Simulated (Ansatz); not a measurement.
# F6W: the cost of one run

Computed with Ansatz 0.2.0 (the levels named in each step, unless a step's input says otherwise).

### Step 1. Starting point

Bond lengths: F1–W2 1.837 Å, W2–F3 1.837 Å, W2–F4 1.837 Å, W2–F5 1.837 Å, W2–F6 1.837 Å, W2–F7 1.837 Å. Angles (14 of 15 angles, heavy atoms first): F1–W2–F3 90.0°, F1–W2–F4 90.0°, F1–W2–F5 90.0°, F1–W2–F6 180.0°, F1–W2–F7 90.0°, F3–W2–F4 90.0°, F3–W2–F5 90.0°, F3–W2–F6 90.0°, F3–W2–F7 179.9°, F4–W2–F5 180.0°, F4–W2–F6 90.0°, F4–W2–F7 90.0°, F5–W2–F6 90.0°, F5–W2–F7 90.0°.

Coordinates:

```xyz
7

F     0.5188    1.6807    0.5306
W     0.0001    0.0000    0.0001
F     1.5893   -0.2057   -0.8985
F    -0.7627    0.7123   -1.5121
F     0.7622   -0.7126    1.5122
F    -0.5188   -1.6807   -0.5306
F    -1.5895    0.2071    0.8979
```

### Step 2. A rough first relaxation, PBE-D4/def2-SVP

This run stands in another session on the same molecule. It ended at:

```xyz
7

F     0.5251    1.7026    0.5375
W     0.0000    0.0001    0.0000
F     1.6097   -0.2087   -0.9103
F    -0.7723    0.7217   -1.5318
F     0.7719   -0.7219    1.5318
F    -0.5251   -1.7025   -0.5375
F    -1.6099    0.2098    0.9099
```

### Step 3. Relaxation, PBE0-D4/def2-TZVPP

This run stands in another session on the same molecule. It ended at:

```xyz
7

F     0.5173    1.6772    0.5295
W    -0.0001    0.0002   -0.0001
F     1.5856   -0.2058   -0.8966
F    -0.7607    0.7110   -1.5089
F     0.7604   -0.7109    1.5088
F    -0.5173   -1.6770   -0.5295
F    -1.5858    0.2065    0.8963
```

### Step 4. Frequencies, PBE0-D4/def2-TZVPP

File input.yaml:

```yaml
crystal:
  periodic: [false, false, false]
  atoms:
    - { symbol: F, position_ang: [0.51731586, 1.67719266, 0.52947075] }
    - { symbol: W, position_ang: [-6.936e-05, 0.00015083, -6.118e-05] }
    - { symbol: F, position_ang: [1.58563034, -0.20575464, -0.89656302] }
    - { symbol: F, position_ang: [-0.7607302, 0.71096293, -1.50893929] }
    - { symbol: F, position_ang: [0.76040535, -0.71094512, 1.50876997] }
    - { symbol: F, position_ang: [-0.51729929, -1.67698347, -0.52945277] }
    - { symbol: F, position_ang: [-1.5857927, 0.2064868, 0.89630553] }
basis:
  gaussian: { orbitals: def2-TZVPP }
hamiltonian:
  xc: pbe0
  dispersion: d4
phonons: {}
```

Run with:

```
$ ansatz run input.yaml --threads 4 --pin off --max-ram 10240MiB --backend cpu --events-out ev --progress --plain --runs-dir out
```

What time and memory should one allow on 4 threads of Intel Xeon Platinum 8259CL at 2.50GHz (Skylake/Cascade Lake), shared host?

About 4.2 min, with a peak of 0.75 GiB.
